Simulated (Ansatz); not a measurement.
**C₂H₈BSb: one species, many methods**

The task here is to estimate one member of a computed series from the others.

Computed with Ansatz 0.2.0, Gaussian basis. Level: functionals in def2-TZVPP, the program's frozen cores in correlated methods.

The runs, in order: PBE-D4, r2SCAN-D4, PBE0-D4, B3LYP-D4, ωB97X-V, ωB97M-V, B2PLYP; CCSD(T)/def2-TZVPP; MP2/def2-QZVPP; extrapolation to the limit.

### The relaxed structure

An earlier PBE0-D4 in a triple-zeta def2 set relaxation fixed the geometry. Sb takes the def2 core potential; no spin-orbit term is included.

SMILES `[BH2][Sb]([CH3])[CH3]`, 12 atoms, charge 0, spin multiplicity 1.

Atoms are counted from 1 here; the program's logs count them from 0.

Bond lengths: B1–Sb2 2.191 Å, B1–H5 1.196 Å, B1–H6 1.196 Å, Sb2–C3 2.160 Å, Sb2–C4 2.160 Å, C3–H7 1.089 Å, C3–H8 1.089 Å, C3–H9 1.090 Å, C4–H10 1.089 Å, C4–H11 1.089 Å, C4–H12 1.090 Å. Angles: Sb2–B1–H5 120.2°, Sb2–B1–H6 120.2°, H5–B1–H6 119.0°, B1–Sb2–C3 100.1°, B1–Sb2–C4 100.1°, C3–Sb2–C4 98.4°, Sb2–C3–H7 110.7°, Sb2–C3–H8 109.1°, Sb2–C3–H9 108.6°, H7–C3–H8 109.7°, H7–C3–H9 109.5°, H8–C3–H9 109.2°, Sb2–C4–H10 110.7°, Sb2–C4–H11 109.1°, Sb2–C4–H12 108.6°, H10–C4–H11 109.7°, H10–C4–H12 109.6°, H11–C4–H12 109.2°.

The first run:

in.yaml

```yaml
crystal:
  periodic: [false, false, false]
  atoms:
    - {symbol: B, position_ang: [-1.524362, 1.411389, -0.057580]}
    - {symbol: Sb, position_ang: [0.596372, 0.879112, 0.086549]}
    - {symbol: C, position_ang: [0.509939, -0.598778, 1.659199]}
    - {symbol: C, position_ang: [0.767575, -0.460844, -1.598675]}
    - {symbol: H, position_ang: [-2.007598, 1.678889, -1.118471]}
    - {symbol: H, position_ang: [-2.168030, 1.591922, 0.934236]}
    - {symbol: H, position_ang: [-0.138763, -1.425955, 1.374580]}
    - {symbol: H, position_ang: [1.515137, -0.970053, 1.854649]}
    - {symbol: H, position_ang: [0.122175, -0.124749, 2.560732]}
    - {symbol: H, position_ang: [0.084039, -1.301991, -1.492610]}
    - {symbol: H, position_ang: [1.792217, -0.825155, -1.661007]}
    - {symbol: H, position_ang: [0.528400, 0.091113, -2.507502]}
basis:
  gaussian: {orbitals: def2-TZVPP}
hamiltonian: {xc: pbe, dispersion: d4}
output: {forces: true, orbitals: {seedname: orbitals}}
```

Launch:

```bash
ansatz run in.yaml --threads 4 --pin off --events-out ev --progress --plain --max-ram 10444MiB
```

Steps of the session up to this table: PBE-D4 (GGA); r2SCAN-D4 (meta-GGA); PBE0-D4 (hybrid); B3LYP-D4 (hybrid); ωB97X-V (range-separated); ωB97M-V (range-separated); B2PLYP (double hybrid); CCSD(T) in def2-TZVPP; MP2 in def2-QZVPP.

One table of the session follows, with a row left open; its other results are not shown here.

```
            method  atoms, summed (eV)  atomisation energy (kJ/mol)
            PBE-D4           -9371.775                       4094.6
         r2SCAN-D4           -9377.375                       4047.3
           PBE0-D4           -9373.238                       4048.6
          B3LYP-D4           -9379.599                       4063.9
           ωB97X-V           -9375.309                       4059.5
           ωB97M-V           -9373.632                       4043.2
            B2PLYP           -9368.506                       4004.0
     HF/def2-TZVPP           -9338.758                       3007.7
    MP2/def2-TZVPP                   ?                            ?
   CCSD/def2-TZVPP           -9352.809                       3898.2
CCSD(T)/def2-TZVPP           -9353.121                       3948.8
           MP2/CBS           -9363.226                       4046.6
       CCSD(T)/CBS           -9365.039                       4045.4
```

**Question.** Estimate the row for MP2/def2-TZVPP.

As computed: atoms, summed (eV): -9351.307; atomisation energy (kJ/mol): 3950.0. In the column «atoms, summed (eV)» it lies between CCSD/def2-TZVPP (-9352.809) and HF/def2-TZVPP (-9338.758).

To keep in mind: Free atoms (1 B, 1 Sb, 2 C, 8 H) were run apart at each level; the atomisation energy is their sum less the molecule, without zero-point or spin-orbit terms.
